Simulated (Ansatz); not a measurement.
# F3PSi: the cost of one run

Computed with Ansatz 0.2.0 (DFT unrestricted B3LYP, Gaussian basis aug-cc-pV(T+d)Z, unless a step's input says otherwise).

## 1. The starting structure

Bond lengths: Si1–P2 2.208 Å, P2–F3 1.561 Å, P2–F4 1.560 Å, P2–F5 1.573 Å. Angles: Si1–P2–F3 120.4°, Si1–P2–F4 121.0°, Si1–P2–F5 121.1°, F3–P2–F4 96.7°, F3–P2–F5 96.0°, F4–P2–F5 95.7°.

As a file:

```xyz
5

Si    0.0044   -0.0033    2.2243
P    -0.0025    0.0011    0.0158
F     1.3419   -0.0059   -0.7781
F    -0.6788    1.1581   -0.7820
F    -0.6791   -1.1640   -0.7966
```

## 2. Relaxing the atoms: F3PSi

The input, input.yaml:

```yaml
relax:
  f_tol: 0.0002
  max_steps: 200
crystal:
  periodic: [false, false, false]
  atoms:
    - { symbol: Si, position_ang: [0.004412, -0.003309, 2.224308] }
    - { symbol: P, position_ang: [-0.002521, 0.001096, 0.015825] }
    - { symbol: F, position_ang: [1.341907, -0.005916, -0.778124] }
    - { symbol: F, position_ang: [-0.678799, 1.158072, -0.782049] }
    - { symbol: F, position_ang: [-0.679088, -1.163965, -0.796648] }
magnetization:
  spin_polarized: true
  initial_magnetization: 2
basis:
  gaussian: { orbitals: "aug-cc-pV(T+d)Z.json" }
hamiltonian:
  xc: { name: B3LYP }
accuracy: high
```

On the command line:

```sh
> ansatz run input.yaml --threads 8 --pin off --max-ram 12288MiB --backend cpu --events-out ev --progress --plain --runs-dir out
```

Q: Estimate wall time and peak memory on 8 threads of Arm Neoverse V2, shared host.

About 1.8 min, with a peak of 2.2 GiB.
